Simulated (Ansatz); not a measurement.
**SiGe: an axial (c/a) deformation path**

An exercise on one series of results from a longer session: the logs are not shown, and one member is left open.

Computed with Ansatz 0.2.0 (DFT r2SCAN, scalar-relativistic, plane waves, PAW, unless a step's input says otherwise).

1 further run of the same task is left out (set aside as unsound or not needed).

## Starting point

The structure is hexagonal, space group P6_3mc (No. 186). Conventional cell: a = 3.904 Å, b = 3.904 Å, c = 6.451 Å, α = 90.00°, β = 90.00°, γ = 120.00°. Around Si (site symmetry 3m) lie 4 Ge at 2.40 to 2.41 Å. Ge (site symmetry 3m) is surrounded by 4 Si at 2.40 to 2.41 Å.

As a file:

```cif
data_structure
_symmetry_space_group_name_H-M 'P6_3mc'
_symmetry_Int_Tables_number 186
_cell_length_a 3.9045
_cell_length_b 3.9045
_cell_length_c 6.4508
_cell_angle_alpha 90.000
_cell_angle_beta 90.000
_cell_angle_gamma 120.000
_cell_volume 85.17
loop_
_atom_site_label
_atom_site_type_symbol
_atom_site_symmetry_multiplicity
_atom_site_Wyckoff_symbol
_atom_site_fract_x
_atom_site_fract_y
_atom_site_fract_z
_atom_site_occupancy
Si1 Si 2 b 0.66667 0.33333 0.87461 1
Ge1 Ge 2 b 0.66667 0.33333 0.50039 1
```

It goes back to an entry of the Materials Project, which need not be the stable form.

The cell is taken as given, not relaxed at this level.

The first run:

File input.yaml:

```yaml
crystal:
  lattice:
    - [3.9044512986, 0.0, 0.0]
    - [-1.9522256493, 3.3813540124, 0.0]
    - [0.0, 0.0, 6.450783]
  atoms:
    - { symbol: Si, position: [0.6666666667, 0.3333333333, 0.874607] }
    - { symbol: Si, position: [0.3333333333, 0.6666666667, 0.374607] }
    - { symbol: Ge, position: [0.6666666667, 0.3333333333, 0.500392] }
    - { symbol: Ge, position: [0.3333333333, 0.6666666667, 0.000392] }
basis:
  ecutwfc: 500
kpoints:
  mp_grid: { grid: [12, 12, 6] }
hamiltonian:
  xc: r2scan
scf:
  occupations: { method: gaussian, width: 0.05 }
output:
  forces: true
  stress: true
  eigenvalues: true
```

Run with:

```console
ansatz run input.yaml --threads 1 --pin off --max-ram 2560MiB --backend cpu --events-out ev --progress --plain --runs-dir out
```

Steps of the session up to this table: Zero of the scan; At ρ = 0.850; At ρ = 1.200; At ρ = 0.920; Point ρ = 1.100; At ρ = 0.960; Point ρ = 1.050; Point ρ = 0.800; Point ρ = 1.300.

One table of the session follows, with a row left open; its other results are not shown here.

It belongs to the step «The scan collected». Collected from the runs (energy zero: the undisturbed cell):

| ρ | ΔE (meV/atom) | pressure (GPa) | gap on the mesh (eV) |
| --- | --- | --- | --- |
| 0.800 | 575.1 | 8.5 | 0.00 |
| 0.850 | 293.1 | 4.4 | 0.00 |
| 0.920 | 72.5 | 1.1 | 0.00 |
| 0.960 | 16.9 | 0.3 | 0.32 |
| 1.000 | 0.0 | 0.0 | 0.66 |
| 1.050 | 21.6 | 0.3 | 0.61 |
| 1.100 | ? | ? | ? |
| 1.200 | 264.7 | 4.0 | 0.00 |
| 1.300 | 485.8 | 7.4 | 0.00 |

**Question.** Estimate the row for ρ = 1.100.

Worked estimate for «ΔE (meV/atom)». A straight line through the neighbours (1.050, 21.6) and (1.200, 264.7) gives 21.6 + (264.7 − 21.6) × (1.100 − 1.050) / (1.200 − 1.050) = 102.6; a parabola fitted to 4 rows on both sides gives 91.6.

The run gave: ΔE (meV/atom): 79.5; pressure (GPa): 1.2; gap on the mesh (eV): 0.41. In «ΔE (meV/atom)» the line misses by +23.1 and the parabola by +12.1.

Where the gap reads zero, the mesh chosen for the insulator is on the coarse side.
